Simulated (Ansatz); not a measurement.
A nudged elastic band was laid between two geometries of a periodic cell of 17 atoms, AlSi16 (host Si, host structure diamond, interstitial Al).

Theory: DFT PBE, scalar-relativistic, plane waves, PAW (Ansatz 0.2.0). Settings: PAW set soft_1, cutoff 420 eV, k mesh 2x2x2, gaussian smearing 0.05 eV, spin collinear.

| Property | Result |
| --- | --- |
| movable images | 7 |
| climbing image | yes |
| spring | 5.0 eV/Å² |
| optimiser | fire |
| start path | straight line |
| force threshold | 0.05 eV/Å |
| iteration limit | 31 |
| end points | relaxed |

Image 0:

```xyz
17
Lattice="0.0000 5.4300 5.4300 5.4300 0.0000 5.4300 5.4300 5.4300 0.0000" Properties=species:S:1:pos:R:3
Si 0.016 -0.014 -0.013
Si 1.344 1.358 1.359
Si 2.669 2.763 -0.046
Si 4.074 4.088 1.359
Si 2.669 -0.047 2.764
Si 4.074 1.358 4.088
Si 5.480 2.764 2.765
Si 6.790 4.073 4.074
Si 0.016 2.730 2.731
Si 1.359 4.073 4.074
Si 2.702 5.416 2.731
Si 4.074 6.788 4.059
Si 2.702 2.730 5.417
Si 4.074 4.058 6.789
Si 5.479 5.383 5.383
Si 6.804 6.788 6.789
Al 4.075 6.788 6.789
```

Image 8:

```xyz
17
Lattice="0.0000 5.4300 5.4300 5.4300 0.0000 5.4300 5.4300 5.4300 0.0000" Properties=species:S:1:pos:R:3
Si 0.000 -0.004 -0.003
Si 1.309 1.306 1.307
Si 2.715 2.712 -0.016
Si 4.121 4.118 1.308
Si 2.715 -0.017 2.713
Si 4.121 1.307 4.119
Si 5.445 2.713 2.714
Si 6.774 4.085 4.085
Si -0.014 2.712 2.712
Si 1.311 4.117 4.118
Si 2.716 5.443 2.713
Si 4.087 6.772 4.085
Si 2.716 2.713 5.443
Si 4.087 4.085 6.772
Si 5.430 5.428 5.429
Si 6.774 6.772 6.772
Al 2.715 8.141 8.142
```

Q: Which bonds break or form, and what moves?

A: Contacts lost: Si15–Al17. Contacts made: Si10–Al17. The atom that moves furthest is Al17, by 2.35 Å.

Q: What energy profile does the band end with?

A: It converged. The highest image is number 4 of 0 to 8, 0.78 eV above the ends, which have the same energy within 2 meV. By the program's own check the climbing image is of a kind that is not told: the force calls were inconclusive, a negative curvature could not be distinguished from the path's own, the only one lies far off the path, or fixed occupations may fill a level only in part (lowest curvatures found: -3.67 and 0.64 eV/Å²). Limits of this set-up: coarse k mesh.

```
image  path coordinate (Å)  energy (eV)  Si15–Al17 (Å)  Si10–Al17 (Å)
    0                 0.00         0.00           2.43           4.70
    1                 0.37         0.06           2.46           4.40
    2                 0.74         0.23           2.57           4.04
    3                 1.11         0.56           2.85           3.63
    4                 1.48         0.78           3.22           3.22
    5                 1.85         0.56           3.63           2.85
    6                 2.22         0.23           4.04           2.57
    7                 2.59         0.06           4.40           2.46
    8                 2.96         0.00           4.70           2.43
```

Q: What is the geometry of the highest image?

A: 
```xyz
17
Lattice="0.0000 5.4300 5.4300 5.4300 0.0000 5.4300 5.4300 5.4300 0.0000" Properties=species:S:1:pos:R:3
Si 0.177 -0.177 -0.176
Si 1.239 1.269 1.270
Si 2.629 2.801 -0.120
Si 4.161 4.191 1.270
Si 2.629 -0.120 2.802
Si 4.161 1.269 4.192
Si 5.550 2.801 2.802
Si 6.612 4.248 4.248
Si -0.011 2.666 2.666
Si 1.533 3.897 3.898
Si 2.764 5.441 2.666
Si 4.025 6.835 4.060
Si 2.764 2.666 5.442
Si 4.025 4.059 6.836
Si 5.257 5.603 5.604
Si 6.801 6.835 6.836
Al 3.395 7.465 7.466
```

The run took 12 min on 2 threads of Arm Neoverse V2, with other jobs on the host, peak memory 1.7 GiB.
